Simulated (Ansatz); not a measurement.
# AlGa3N4: the cost of one run

Computed with Ansatz 0.2.0 (DFT LDA, scalar-relativistic, plane waves, PAW, unless a step's input says otherwise).

2 further runs of the same task are left out: 2 set aside as unsound or not needed. Runs told in other sessions of the task aren't counted.

## Step 1: The structure to begin with

Symmetry: P-43m, No. 215, cubic system. Conventional cell: a = 4.427 Å, b = 4.427 Å, c = 4.427 Å, α = 90.00°, β = 90.00°, γ = 90.00°. Al (site symmetry -43m) is surrounded by 4 N at 1.88 Å. Ga (site symmetry -42m) is surrounded by 4 N at 1.93 Å. N (site symmetry 3m) has 1 Al at 1.88 Å and 3 Ga at 1.93 Å in its first shell of neighbours.

As a file:

```cif
data_structure
_symmetry_space_group_name_H-M 'P-43m'
_symmetry_Int_Tables_number 215
_cell_length_a 4.4270
_cell_length_b 4.4270
_cell_length_c 4.4270
_cell_angle_alpha 90.000
_cell_angle_beta 90.000
_cell_angle_gamma 90.000
_cell_volume 86.76
loop_
_atom_site_label
_atom_site_type_symbol
_atom_site_symmetry_multiplicity
_atom_site_Wyckoff_symbol
_atom_site_fract_x
_atom_site_fract_y
_atom_site_fract_z
_atom_site_occupancy
Al1 Al 1 a 0.00000 0.00000 0.00000 1
Ga1 Ga 3 c 0.50000 0.50000 0.00000 1
N1 N 4 e 0.75482 0.75482 0.24518 1
```

It goes back to an entry of the Materials Project, which need not be the stable form.

This cell was relaxed beforehand with the same method: volume 10.85 Å³/atom, gap on the mesh 2.56 eV.

## Step 2: Strained cells: the elastic tensor

Contents of input.yaml:

```yaml
crystal:
  lattice:
    - [4.4269712081, 0.0, 0.0]
    - [0.0, 4.4269712081, 0.0]
    - [0.0, 0.0, 4.4269712081]
  atoms:
    - { symbol: Al, position: [0.0, 0.0, 0.0] }
    - { symbol: Ga, position: [0.5, 0.5, 0.0] }
    - { symbol: Ga, position: [0.5, 0.0, 0.5] }
    - { symbol: Ga, position: [0.0, 0.5, 0.5] }
    - { symbol: "N", position: [0.7548198296, 0.7548198296, 0.2451801704] }
    - { symbol: "N", position: [0.7548198296, 0.2451801704, 0.7548198296] }
    - { symbol: "N", position: [0.2451801704, 0.7548198296, 0.7548198296] }
    - { symbol: "N", position: [0.2451801704, 0.2451801704, 0.2451801704] }
basis:
  ecutwfc: 420
kpoints:
  mp_grid: { grid: [6, 6, 6] }
hamiltonian:
  xc: lda
scf:
  occupations: { method: fixed }
output:
  forces: true
  stress: true
  eigenvalues: true
  polarization: {}
elastic:
  mode: relaxed_ion
  stencil: two_point
```

The run is started by

```bash
ansatz run input.yaml --threads 2 --pin off --max-ram 6144MiB --backend cpu --events-out ev --progress --plain --runs-dir out
```

**Question.** How long does this run take on 2 threads of AMD EPYC 7R43 (Zen 3), shared host, and how much memory does it need?

About 3.6 min, with a peak of 0.61 GiB.
